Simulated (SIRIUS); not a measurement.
# NiMoIrPdW (P3m1) in SIRIUS: a series of runs

One crystal, NiMoIrPdW, is run at these levels: BPBE; tasks: equation of state.

All numbers are computed with SIRIUS 7.12.0; they aren't measurements. Logs are shortened: lines on timing, memory, paths and dates and some standing lists are left out, and cuts for length are marked. The log counts tension as positive stress, the text compression.

**1. The structure**

It takes space group P3m1 (No. 156, trigonal). Conventional cell: a = 2.761 Å, b = 2.761 Å, c = 11.341 Å, α = 90.00°, β = 90.00°, γ = 120.00°. Around Ni (site symmetry 3m) lie 3 W at 2.59 Å and 3 Pd at 2.68 Å and 6 Ni at 2.76 Å. Mo (site symmetry 3m) is surrounded by 3 Ir at 2.66 Å and 1 W at 2.66 Å and 6 Mo at 2.76 Å. Pd (site symmetry 3m) is surrounded by 3 Ni at 2.68 Å and 6 Pd at 2.76 Å and 3 Ir at 2.84 Å. Around Ir (site symmetry 3m) lie 3 Mo at 2.66 Å and 6 Ir at 2.76 Å and 3 Pd at 2.84 Å. W (site symmetry 3m) has 3 Ni at 2.59 Å and 1 Mo at 2.66 Å and 6 W at 2.76 Å as nearest neighbours.

The cell was built by a generator and needn't be a form met in nature.

**2. Equation of state, BPBE, collinear spin, zero start, 14.07 Å³/atom (volume scaled by 0.94)**

Contents of sirius.json:

```json
{
  "control": {
    "processing_unit": "cpu",
    "std_evp_solver_name": "lapack",
    "gen_evp_solver_name": "lapack",
    "verbosity": 2,
    "print_forces": false,
    "ortho_rf": true,
    "use_second_variation": true,
    "rmt_max": 3.0,
    "num_bands_to_print": 24,
    "save_wf": true
  },
  "parameters": {
    "electronic_structure_method": "full_potential_lapwlo",
    "xc_functionals": ["XC_GGA_X_B88", "XC_GGA_C_PBE"],
    "core_relativity": "dirac",
    "valence_relativity": "zora",
    "num_fv_states": 85,
    "smearing": "fermi_dirac",
    "smearing_width": 0.0018374661,
    "pw_cutoff": 20,
    "gk_cutoff": 3.93,
    "lmax_apw": 11,
    "lmax_rho": 8,
    "lmax_pot": 8,
    "num_mag_dims": 1,
    "auto_rmt": 0,
    "ngridk": [4, 4, 1],
    "shiftk": [0, 0, 0],
    "num_dft_iter": 80,
    "energy_tol": 1e-07,
    "density_tol": 1e-05,
    "use_symmetry": true
  },
  "settings": {"tol_ne": 1e-10},
  "iterative_solver": {"type": "exact"},
  "mixer": {"type": "anderson", "beta": 0.4, "max_history": 8},
  "unit_cell": {
    "lattice_vectors": [[5.1106164088, -0.0, -0.0], [-2.5553082044, 4.4259132462, 0.0], [-0.0, 0.0, 20.9929789734]],
    "atom_types": ["Ir", "Mo", "Ni", "Pd", "W"],
    "atom_files": {"Ir": "Ir.json", "Mo": "Mo.json", "Ni": "Ni.json", "Pd": "Pd.json", "W": "W.json"},
    "atoms": {
      "Ir": [[0.0, 0.0, 1.1779990028, 0.0, 0.0, 0.0]],
      "Mo": [[1.3522243907, 0.7806896688, 3.2688250337, 0.0, 0.0, 0.0]],
      "Ni": [[0.0, 0.0, 7.8781738288, 0.0, 0.0, 0.0]],
      "Pd": [[1.3522243907, 0.7806896688, 9.9871075395, 0.0, 0.0, 0.0]],
      "W": [[1.3522243907, 0.7806896688, 5.8789970979, 0.0, 0.0, 0.0]]
    },
    "atom_coordinate_units": "A"
  }
}
```

Contents of Ir.json:

```json
{
  "name": "iridium",
  "symbol": "Ir",
  "number": 77,
  "mass": 192.217,
[... 35 lines left out ...]
    {"l": 2, "basis": [{"enu": 0.34, "dme": 1, "n": 0, "auto": 0}, {"enu": 0.34, "dme": 2, "n": 0, "auto": 0}]},
    {"l": 2, "basis": [{"enu": 0.34, "dme": 0, "n": 0, "auto": 0}, {"enu": 2.897, "dme": 0, "n": 0, "auto": 0}]},
    {"l": 3, "basis": [{"enu": 0.34, "dme": 0, "n": 0, "auto": 0}, {"enu": 0.34, "dme": 1, "n": 0, "auto": 0}]},
    {
      "l": 3,
      "basis": [{"enu": -1.7296, "dme": 0, "n": 4, "auto": 1}, {"enu": -1.7296, "dme": 1, "n": 4, "auto": 1}]
    },
    {
      "l": 3,
      "basis": [{"enu": -1.7296, "dme": 1, "n": 4, "auto": 1}, {"enu": 0.34, "dme": 0, "n": 0, "auto": 0}]
    },
    {"l": 3, "basis": [{"enu": 0.34, "dme": 0, "n": 0, "auto": 0}, {"enu": 4.1427, "dme": 0, "n": 0, "auto": 0}]},
    {"l": 4, "basis": [{"enu": 0.34, "dme": 0, "n": 0, "auto": 0}, {"enu": 0.34, "dme": 1, "n": 0, "auto": 0}]},
    {"l": 4, "basis": [{"enu": 0.34, "dme": 0, "n": 0, "auto": 0}, {"enu": 3.4871, "dme": 0, "n": 0, "auto": 0}]}
  ],
  "free_atom": [... radial grid and density of the free atom, the start of the SCF ...]
}
```

Contents of Mo.json:

```json
{
  "name": "molybdenum",
  "symbol": "Mo",
  "number": 42,
  "mass": 95.96,
  "rmin": 1e-06,
  "rmt": 2.38,
  "nrmt": 800,
  "rinf": 17.03,
  "core": "1s2s2p3s3p3d",
  "valence": [
[... 21 lines left out ...]
    },
    {
      "l": 1,
      "basis": [{"enu": -0.9313, "dme": 1, "n": 4, "auto": 1}, {"enu": 0.34, "dme": 0, "n": 0, "auto": 0}]
    },
    {"l": 1, "basis": [{"enu": 0.34, "dme": 0, "n": 0, "auto": 0}, {"enu": 3.5884, "dme": 0, "n": 0, "auto": 0}]},
    {"l": 2, "basis": [{"enu": 0.34, "dme": 0, "n": 0, "auto": 0}, {"enu": 0.34, "dme": 1, "n": 0, "auto": 0}]},
    {"l": 2, "basis": [{"enu": 0.34, "dme": 1, "n": 0, "auto": 0}, {"enu": 0.34, "dme": 2, "n": 0, "auto": 0}]},
    {"l": 2, "basis": [{"enu": 0.34, "dme": 0, "n": 0, "auto": 0}, {"enu": 3.094, "dme": 0, "n": 0, "auto": 0}]},
    {"l": 3, "basis": [{"enu": 0.34, "dme": 0, "n": 0, "auto": 0}, {"enu": 0.34, "dme": 1, "n": 0, "auto": 0}]},
    {"l": 3, "basis": [{"enu": 0.34, "dme": 0, "n": 0, "auto": 0}, {"enu": 3.4118, "dme": 0, "n": 0, "auto": 0}]}
  ],
  "free_atom": [... radial grid and density of the free atom, the start of the SCF ...]
}
```

Contents of Ni.json:

```json
{
  "name": "nickel",
  "symbol": "Ni",
  "number": 28,
  "mass": 58.6934,
  "rmin": 1e-06,
  "rmt": 2.24,
  "nrmt": 800,
  "rinf": 14.89,
  "core": "1s2s2p",
  "valence": [
[... 24 lines left out ...]
      "basis": [{"enu": -2.0609, "dme": 1, "n": 3, "auto": 1}, {"enu": 0.34, "dme": 0, "n": 0, "auto": 0}]
    },
    {"l": 1, "basis": [{"enu": 0.34, "dme": 0, "n": 0, "auto": 0}, {"enu": 4.0071, "dme": 0, "n": 0, "auto": 0}]},
    {
      "l": 2,
      "basis": [{"enu": 0.3291, "dme": 0, "n": 0, "auto": 0}, {"enu": 0.3291, "dme": 1, "n": 0, "auto": 0}]
    },
    {
      "l": 2,
      "basis": [{"enu": 0.3291, "dme": 1, "n": 0, "auto": 0}, {"enu": 0.3291, "dme": 2, "n": 0, "auto": 0}]
    },
    {
      "l": 2,
      "basis": [{"enu": 0.3291, "dme": 0, "n": 0, "auto": 0}, {"enu": 3.4381, "dme": 0, "n": 0, "auto": 0}]
    },
    {"l": 3, "basis": [{"enu": 0.34, "dme": 0, "n": 0, "auto": 0}, {"enu": 0.34, "dme": 1, "n": 0, "auto": 0}]},
    {"l": 3, "basis": [{"enu": 0.34, "dme": 0, "n": 0, "auto": 0}, {"enu": 3.8078, "dme": 0, "n": 0, "auto": 0}]}
  ],
  "free_atom": [... radial grid and density of the free atom, the start of the SCF ...]
}
```

Contents of Pd.json:

```json
{
  "name": "palladium",
  "symbol": "Pd",
  "number": 46,
  "mass": 106.42,
  "rmin": 1e-06,
  "rmt": 2.38,
  "nrmt": 800,
  "rinf": 14.72,
  "core": "1s2s2p3s3p3d",
  "valence": [
[... 15 lines left out ...]
    },
    {
      "l": 1,
      "basis": [{"enu": -1.3849, "dme": 1, "n": 4, "auto": 1}, {"enu": 0.34, "dme": 0, "n": 0, "auto": 0}]
    },
    {"l": 1, "basis": [{"enu": 0.34, "dme": 0, "n": 0, "auto": 0}, {"enu": 3.5884, "dme": 0, "n": 0, "auto": 0}]},
    {"l": 2, "basis": [{"enu": 0.34, "dme": 0, "n": 0, "auto": 0}, {"enu": 0.34, "dme": 1, "n": 0, "auto": 0}]},
    {"l": 2, "basis": [{"enu": 0.34, "dme": 1, "n": 0, "auto": 0}, {"enu": 0.34, "dme": 2, "n": 0, "auto": 0}]},
    {"l": 2, "basis": [{"enu": 0.34, "dme": 0, "n": 0, "auto": 0}, {"enu": 3.094, "dme": 0, "n": 0, "auto": 0}]},
    {"l": 3, "basis": [{"enu": 0.34, "dme": 0, "n": 0, "auto": 0}, {"enu": 0.34, "dme": 1, "n": 0, "auto": 0}]},
    {"l": 3, "basis": [{"enu": 0.34, "dme": 0, "n": 0, "auto": 0}, {"enu": 3.4118, "dme": 0, "n": 0, "auto": 0}]}
  ],
  "free_atom": [... radial grid and density of the free atom, the start of the SCF ...]
}
```

Contents of W.json:

```json
{
  "name": "tungsten",
  "symbol": "W",
  "number": 74,
  "mass": 183.84,
[... 35 lines left out ...]
    {"l": 2, "basis": [{"enu": 0.34, "dme": 1, "n": 0, "auto": 0}, {"enu": 0.34, "dme": 2, "n": 0, "auto": 0}]},
    {"l": 2, "basis": [{"enu": 0.34, "dme": 0, "n": 0, "auto": 0}, {"enu": 2.897, "dme": 0, "n": 0, "auto": 0}]},
    {"l": 3, "basis": [{"enu": 0.34, "dme": 0, "n": 0, "auto": 0}, {"enu": 0.34, "dme": 1, "n": 0, "auto": 0}]},
    {
      "l": 3,
      "basis": [{"enu": -0.7262, "dme": 0, "n": 4, "auto": 1}, {"enu": -0.7262, "dme": 1, "n": 4, "auto": 1}]
    },
    {
      "l": 3,
      "basis": [{"enu": -0.7262, "dme": 1, "n": 4, "auto": 1}, {"enu": 0.34, "dme": 0, "n": 0, "auto": 0}]
    },
    {"l": 3, "basis": [{"enu": 0.34, "dme": 0, "n": 0, "auto": 0}, {"enu": 4.1427, "dme": 0, "n": 0, "auto": 0}]},
    {"l": 4, "basis": [{"enu": 0.34, "dme": 0, "n": 0, "auto": 0}, {"enu": 0.34, "dme": 1, "n": 0, "auto": 0}]},
    {"l": 4, "basis": [{"enu": 0.34, "dme": 0, "n": 0, "auto": 0}, {"enu": 3.4871, "dme": 0, "n": 0, "auto": 0}]}
  ],
  "free_atom": [... radial grid and density of the free atom, the start of the SCF ...]
}
```

Contents of sirius_start.json:

```json
{
  "control": {
    "processing_unit": "cpu",
    "std_evp_solver_name": "lapack",
    "gen_evp_solver_name": "lapack",
    "verbosity": 1,
    "print_forces": false,
    "ortho_rf": true,
    "use_second_variation": true,
    "rmt_max": 3.0,
    "num_bands_to_print": 24,
    "save_wf": false
  },
  "parameters": {
    "electronic_structure_method": "full_potential_lapwlo",
    "xc_functionals": ["XC_LDA_X", "XC_LDA_C_PW"],
    "core_relativity": "dirac",
    "valence_relativity": "zora",
    "num_fv_states": 85,
    "smearing": "fermi_dirac",
    "smearing_width": 0.0055123983,
    "pw_cutoff": 20,
    "gk_cutoff": 3.14,
    "lmax_apw": 11,
    "lmax_rho": 8,
    "lmax_pot": 8,
    "num_mag_dims": 1,
    "auto_rmt": 0,
    "ngridk": [2, 2, 1],
    "shiftk": [0, 0, 0],
    "num_dft_iter": 30,
    "energy_tol": 0.01,
    "density_tol": 0.05,
    "use_symmetry": true
  },
  "settings": {"tol_ne": 1e-10},
  "iterative_solver": {"type": "exact"},
  "mixer": {"type": "anderson", "beta": 0.4, "max_history": 8},
  "unit_cell": {
    "lattice_vectors": [[5.1106164088, -0.0, -0.0], [-2.5553082044, 4.4259132462, 0.0], [-0.0, 0.0, 20.9929789734]],
    "atom_types": ["Ir", "Mo", "Ni", "Pd", "W"],
    "atom_files": {"Ir": "Ir.json", "Mo": "Mo.json", "Ni": "Ni.json", "Pd": "Pd.json", "W": "W.json"},
    "atoms": {
      "Ir": [[0.0, 0.0, 1.1779990028, 0.0, 0.0, 0.0]],
      "Mo": [[1.3522243907, 0.7806896688, 3.2688250337, 0.0, 0.0, 0.0]],
      "Ni": [[0.0, 0.0, 7.8781738288, 0.0, 0.0, 0.0]],
      "Pd": [[1.3522243907, 0.7806896688, 9.9871075395, 0.0, 0.0, 0.0]],
      "W": [[1.3522243907, 0.7806896688, 5.8789970979, 0.0, 0.0, 0.0]]
    },
    "atom_coordinate_units": "A"
  }
}
```

Potentials or basis: all-electron FP-LAPW (ZORA valence), apw+lo standard.

On the command line:

```sh
OMP_NUM_THREADS=2 sirius.scf --input=sirius_start.json --output=start.json
OMP_NUM_THREADS=2 sirius.scf --input=sirius.json --output=output.json --task=1
```

Standard output:

```text
[info] SIRIUS version : 7.12.0
[info] number of MPI ranks           : 1
[info] MPI grid                      : 1 1
[info] maximum number of OMP threads : 2
[fft] FFT context for density and potential
[fft] =====================================
[fft]   plane wave cutoff                     : 20
[fft]   grid size                             : 36 36 144   total : 186624
[fft]   grid limits                           : -17 18   -17 18   -71 72
[fft]   number of G-vectors within the cutoff : 64141
[fft]   number of G-shells                    : 8716
[fft] FFT context for coarse grid
[fft] =====================================
[fft]   plane wave cutoff                     : 7.86
[fft]   grid size                             : 15 15 60   total : 13500
[fft]   grid limits                           : -7 7   -7 7   -29 30
[fft]   number of G-vectors within the cutoff : 3893
[fft]   number of G-shells                    : 601
[unit cell] lattice vectors
[unit cell]   a1 :       5.1106164088     -0.0000000000     -0.0000000000
[unit cell]   a2 :      -2.5553082044      4.4259132462      0.0000000000
[unit cell]   a3 :      -0.0000000000      0.0000000000     20.9929789734
[unit cell] reciprocal lattice vectors
[unit cell]   b1 :       1.2294378612      0.7098179469      0.0000000000
[unit cell]   b2 :       0.0000000000      1.4196358938      0.0000000000
[unit cell]   b3 :       0.0000000000      0.0000000000      0.2992993665
[unit cell] unit cell volume :       474.84323244 [a.u.^3]
[unit cell] 1/sqrt(omega)    :         0.04589072
[unit cell] MT volume        :       286.26365675 (60.29%)
[unit cell] IT volume        :       188.57957569 (39.71%)
[unit cell] number of atom types : 5
[unit cell] type id : 0 symbol : Ir mt_radius :   2.470000 num_atoms : 1
[unit cell] type id : 1 symbol : Mo mt_radius :   2.380000 num_atoms : 1
[... 919 lines left out ...]
[find] core_eval_sum                  :  -27051.30580380
[find] kinetic energy                 :   49585.93687891
[find] enuc                           :  -55522.31442109
[find] <rho|V^{XC}>                   :   -1320.02891670
[find] <rho|E^{XC}>                   :   -1010.86640803
[find] <mag|B^{XC}>                   :       0.00000000
[find] <rho|V^{H}>                    :  -75397.72179527
[find] smearing (-TS)                 :      -0.00279148
[find] SCF correction                 :      -0.00000679
[find] Total energy                   :  -44646.10485464 (Ha),  -89292.20970928 (Ry)
[find] Free energy (E-TS)             :  -44646.10764612 (Ha),  -89292.21529225 (Ry)
[find] band gap (eV)                  :       0.00000000
[find] Efermi                         :       0.45713252
[find] iteration : 46, RMS (target) : 8.6010e-06 (1.0000e-05) , energy difference (target) : 2.3065e-09 (1.0000e-07)
[find] converged after 47 SCF iterations!
Warning in function "check_num_electrons" at src/density/density.cpp:1179
wrong number of electrons
  obtained value : 267
  target value : 267
  difference : 1.37703e-05
  total core leakage : 3.3004e-06
    atom class : 0, core leakage : 1.84113e-07
    atom class : 1, core leakage : 1.81861e-06
    atom class : 2, core leakage : 3.22279e-13
    atom class : 3, core leakage : 3.30508e-08
    atom class : 4, core leakage : 1.26462e-06
[find] Charges and magnetic moments
[find] --------------------------------------------------------------------------------
[find] atom      charge    core leakage                 moment                |moment|
[find] --------------------------------------------------------------------------------
[find]    0   75.537973    1.841131e-07  [  0.00000,   0.00000,   0.00000]    0.000000
[find]    1   40.100559    1.818612e-06  [  0.00000,   0.00000,   0.00000]    0.000000
[find]    2   26.987338    3.222790e-13  [  0.00000,   0.00000,   0.00000]    0.000000
[find]    3   44.619346    3.305084e-08  [  0.00000,   0.00000,   0.00000]    0.000000
[find]    4   72.097750    1.264623e-06  [  0.00000,   0.00000,   0.00000]    0.000000
[find] total core leakage    : 3.30039846e-06
[find] interstitial charge   : 7.657021
[find] interstitial moment   : [  0.00000,   0.00000,   0.00000], magnitude : 0.000000
[find] total charge          : 266.999986
[find] total moment          : [  0.00000,   0.00000,   0.00000], magnitude : 0.000000
[find] Energy
[find] --------------------------------------------------------------------------------
[find] valence_eval_sum               :     -80.50802922
[find] core_eval_sum                  :  -27051.30580380
[find] kinetic energy                 :   49585.93687891
[find] enuc                           :  -55522.31442109
[find] <rho|V^{XC}>                   :   -1320.02891670
[find] <rho|E^{XC}>                   :   -1010.86640803
[find] <mag|B^{XC}>                   :       0.00000000
[find] <rho|V^{H}>                    :  -75397.72179527
[find] smearing (-TS)                 :      -0.00279148
[find] SCF correction                 :      -0.00000679
[find] Total energy                   :  -44646.10485464 (Ha),  -89292.20970928 (Ry)
[find] Free energy (E-TS)             :  -44646.10764612 (Ha),  -89292.21529225 (Ry)
[find] band gap (eV)                  :       0.00000000
[find] Efermi                         :       0.45713252
```

It took 10 min on 2 threads of Intel Xeon 6975P-C (Granite Rapids), shared host; peak memory 1.2 GiB.

The run converged, but some of its settings lie outside the range that counts as converged, so its numbers aren't taken as properties of the crystal.

What came out:

```yaml
Free_energy: -1214882.4795 eV
Band_gap_on_the_k_mesh: none (metal or under the smearing width)
Net_moment: 0.00 μB per cell
All_electrons_inside_the_program's_atomic_spheres: Ni 26.99; Mo 40.10; Pd 44.62; Ir 75.54; W 72.10 (radii Ir 2.47, Mo 2.38, Ni 2.24, Pd 2.38, W 2.47 bohr)
```

Caveat: the k mesh is coarse (spacing up to 0.67 Å⁻¹), so the values aren't converged.

(Continued in part 2 of 5.)
